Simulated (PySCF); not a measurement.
# C8H10: the cost of one run

The runs use PySCF 2.14.0, with density-fitted response routines of our own; the level of theory stands in each step. All values are computed, except where a source is named. Atoms count from 0, in the outputs and in this text.

### 1 Starting geometry

18 atoms, charge 0, multiplicity 1; geometry from: GFN2-xTB. The atoms were then displaced at random by about 0.01 Å, so the start is not that level's minimum.

Bonds of the start (Å): C0–C1 1.53, C1–C2 1.54, C2–C3 1.54, C3–C4 1.33, C4–C5 1.51, C5–C6 1.51, C6–C7 1.32, C5–C1 1.55, C7–C2 1.49, C0–H8 1.10, C0–H9 1.06, C0–H10 1.10, C1–H11 1.08, C2–H12 1.07, C3–H13 1.06, C4–H14 1.07, C5–H15 1.09, C6–H16 1.09, C7–H17 1.09.

### 2 Geometry optimisation at PBE0-D3(BJ)/def2-SVP

Job settings and geometry (Å):

```
{"job": {"xc": "PBE0", "basis": "def2-SVP", "d3": "d3bj", "grid": 1, "shake": 0.01, "kind": "geom"}, "charge": 0, "multiplicity": 1}
C      1.583640     0.111660    -1.314610
C      0.164080    -0.237530    -0.847290
C      0.061050    -1.062250     0.451580
C      0.589590    -0.013290     1.452220
C      0.100180     1.150490     1.029200
C     -0.684090     0.913930    -0.240310
C     -1.876840     0.083500     0.186290
C     -1.417270    -1.082170     0.596990
H      2.125210     0.639150    -0.513760
H      2.099810    -0.760340    -1.612490
H      1.490760     0.801030    -2.167650
H     -0.358100    -0.727730    -1.654890
H      0.559360    -2.010390     0.479140
H      1.100830    -0.246970     2.347280
H      0.197060     2.111720     1.498770
H     -0.882200     1.792140    -0.850340
H     -2.893290     0.462350     0.162520
H     -1.987290    -1.913350     1.011610
```

On the command line:

```
$ OMP_NUM_THREADS=1 python probes_run.py task.json out
```

One launch serves the whole session: the jobs run in the order shown.

**Question.** How long does this first job take on 1 thread of Arm Neoverse V1, shared host, and how much memory does it need?

About 74 s, with a peak of 0.67 GiB.
